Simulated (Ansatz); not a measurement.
# C2H9AlOSi: how energies converge with the basis set

The task here is to estimate one member of a computed series from the others.

Computed with Ansatz 0.2.0, Gaussian basis. Level: one geometry, several basis sets.

The runs, in order: PBE0-D4/def2-SVP; ωB97M-V/def2-SVP; PBE0-D4/def2-QZVPP; ωB97M-V/def2-QZVPP; the functionals' def2-TZVPP values are taken from earlier runs.

**The relaxed structure**

All runs share one geometry, relaxed beforehand with PBE0-D4 in a triple-zeta def2 set.

14 atoms, charge 0, spin multiplicity 1.

Atoms are counted from 1 here; the program's logs count them from 0.

Bond lengths: C1–Si2 1.886 Å, C1–H6 1.092 Å, C1–H7 1.092 Å, C1–H8 1.092 Å, Si2–Al3 2.464 Å, Si2–H9 1.497 Å, Si2–H10 1.496 Å, Al3–C4 1.947 Å, Al3–O5 1.704 Å, C4–H11 1.095 Å, C4–H12 1.093 Å, C4–H13 1.095 Å, O5–H14 0.956 Å. Angles: Si2–C1–H6 110.9°, Si2–C1–H7 110.8°, Si2–C1–H8 111.0°, H6–C1–H7 107.8°, H6–C1–H8 108.1°, H7–C1–H8 108.1°, C1–Si2–Al3 113.9°, C1–Si2–H9 108.7°, C1–Si2–H10 108.9°, Al3–Si2–H9 109.6°, Al3–Si2–H10 110.2°, H9–Si2–H10 105.2°, Si2–Al3–C4 124.7°, Si2–Al3–O5 119.0°, C4–Al3–O5 116.3°, Al3–C4–H11 111.1°, Al3–C4–H12 111.8°, Al3–C4–H13 111.1° and more.

As a file:

```
C    -1.5339   -0.3311    1.7501
Si    0.3102   -0.0242    1.5038
Al    0.9691    0.2514   -0.8541
C    -0.2064   -0.0546   -2.3752
O     2.5620    0.7364   -1.2156
H    -2.1220    0.5072    1.3698
H    -1.8520   -1.2306    1.2183
H    -1.7711   -0.4600    2.8083
H     1.0712   -1.1623    2.1081
H     0.7112    1.1800    2.2960
H    -0.5903   -1.0802   -2.3777
H     0.3051    0.1183   -3.3252
H    -1.0813    0.6030   -2.3360
H     3.2153    0.9176   -0.5420
```

The first run:

The input, in.yaml:

```yaml
crystal:
  periodic: [false, false, false]
  atoms:
    - {symbol: C, position_ang: [-1.533897, -0.331087, 1.750147]}
    - {symbol: Si, position_ang: [0.310156, -0.024169, 1.503811]}
    - {symbol: Al, position_ang: [0.969052, 0.251369, -0.854063]}
    - {symbol: C, position_ang: [-0.206394, -0.054624, -2.375210]}
    - {symbol: O, position_ang: [2.561976, 0.736420, -1.215614]}
    - {symbol: H, position_ang: [-2.121975, 0.507180, 1.369836]}
    - {symbol: H, position_ang: [-1.852027, -1.230565, 1.218283]}
    - {symbol: H, position_ang: [-1.771055, -0.460018, 2.808319]}
    - {symbol: H, position_ang: [1.071234, -1.162300, 2.108140]}
    - {symbol: H, position_ang: [0.711206, 1.179983, 2.296033]}
    - {symbol: H, position_ang: [-0.590349, -1.080238, -2.377713]}
    - {symbol: H, position_ang: [0.305100, 0.118255, -3.325175]}
    - {symbol: H, position_ang: [-1.081266, 0.603013, -2.335989]}
    - {symbol: H, position_ang: [3.215338, 0.917581, -0.542006]}
basis:
  gaussian: {orbitals: def2-SVP}
hamiltonian: {xc: pbe0, dispersion: d4}
output: {orbitals: {seedname: orbitals}}
```

On the command line:

```sh
> ansatz run in.yaml --threads 4 --pin off --events-out ev --progress --plain --max-ram 10444MiB
```

Among the steps run: PBE0-D4 in def2-SVP; ωB97M-V in def2-SVP; PBE0-D4 in def2-QZVPP; ωB97M-V in def2-QZVPP.

One of the session's tables, all rows but one given; the rest of the session is left out.

| functional | basis | HOMO (eV) |
| --- | --- | --- |
| PBE0-D4 | def2-SVP | -6.97 |
| PBE0-D4 | def2-TZVPP | -7.00 |
| PBE0-D4 | def2-QZVPP | -7.01 |
| ωB97M-V | def2-SVP | -8.97 |
| ωB97M-V | def2-TZVPP | ? |
| ωB97M-V | def2-QZVPP | -9.03 |

Estimate the missing values for ωB97M-V, def2-TZVPP.

**Answer.** HOMO (eV): -9.01. In the column «HOMO (eV)» it lies between ωB97M-V, def2-QZVPP (-9.03) and ωB97M-V, def2-SVP (-8.97).
